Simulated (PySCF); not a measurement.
# F6Re (Re(F)6+): the cost of one run

The runs use PySCF 2.14.0; TPSS, Re def2-SVP with ECP60, F def2-SVP; scalar-relativistic core potentials, no spin–orbit coupling.

3 further runs of the same task are left out: 2 for a known fault of the program, 1 that didn't finish.

## 1. The system as given

7 atoms, charge 1, spin multiplicity 1.

Bond lengths: Re1–F2 1.817 Å, Re1–F3 1.817 Å, Re1–F4 1.817 Å, Re1–F5 1.817 Å, Re1–F6 1.817 Å, Re1–F7 1.817 Å. Angles: F2–Re1–F3 180.0°, F2–Re1–F4 90.0°, F2–Re1–F5 90.0°, F2–Re1–F6 90.0°, F2–Re1–F7 90.0°, F3–Re1–F4 90.0°, F3–Re1–F5 90.0°, F3–Re1–F6 90.0°, F3–Re1–F7 90.0°, F4–Re1–F5 90.0°, F4–Re1–F6 180.0°, F4–Re1–F7 90.0°, F5–Re1–F6 90.0°, F5–Re1–F7 180.0°, F6–Re1–F7 90.0°.

As a file:

```xyz
7
F6Re
Re    0.0000    0.0000    0.0000
F     0.0000    0.0000    1.8175
F     0.0000    0.0000   -1.8175
F     1.8175    0.0000    0.0000
F     0.0000    1.8175    0.0000
F    -1.8175    0.0000    0.0000
F     0.0000   -1.8175    0.0000
```

Formal oxidation states: Re +7. An earlier session relaxed this geometry at TPSS, Re def2-SVP with ECP60, F def2-SVP (singlet, point group Oh).

Its energy there is -676.723595 Eh.

## 2. Multiplicity 3 at the relaxed geometry

run.py (the lines that set the calculation)

```python
mol = gto.M(atom='''
Re     0.00000     0.00000     0.00000
F      0.00000     0.00000     1.81749
F      0.00000     0.00000    -1.81749
F      1.81749     0.00000     0.00000
F      0.00000     1.81749     0.00000
F     -1.81749     0.00000     0.00000
F      0.00000    -1.81749     0.00000''',
    basis={'Re': 'def2-SVP', 'F': 'def2-SVP'},
    ecp={'Re': 'def2-SVP'},
    charge=1, spin=2)
mf = dft.UKS(mol, xc='TPSS')
mf.grids.atom_grid = (50, 194)
mf = mf.density_fit()  # fitting sets: Re def2-universal-JKFIT, F def2-universal-JKFIT
mf.conv_tol = 1e-08; mf.max_cycle = 55
mf.kernel(dm0)  # dm0: free metal ions and neutral atoms
```

Run with:

```console
OMP_NUM_THREADS=2 python run.py
```

**Question.** How long does this run take on 2 threads of Arm Neoverse V1, shared host?

About 15 s.
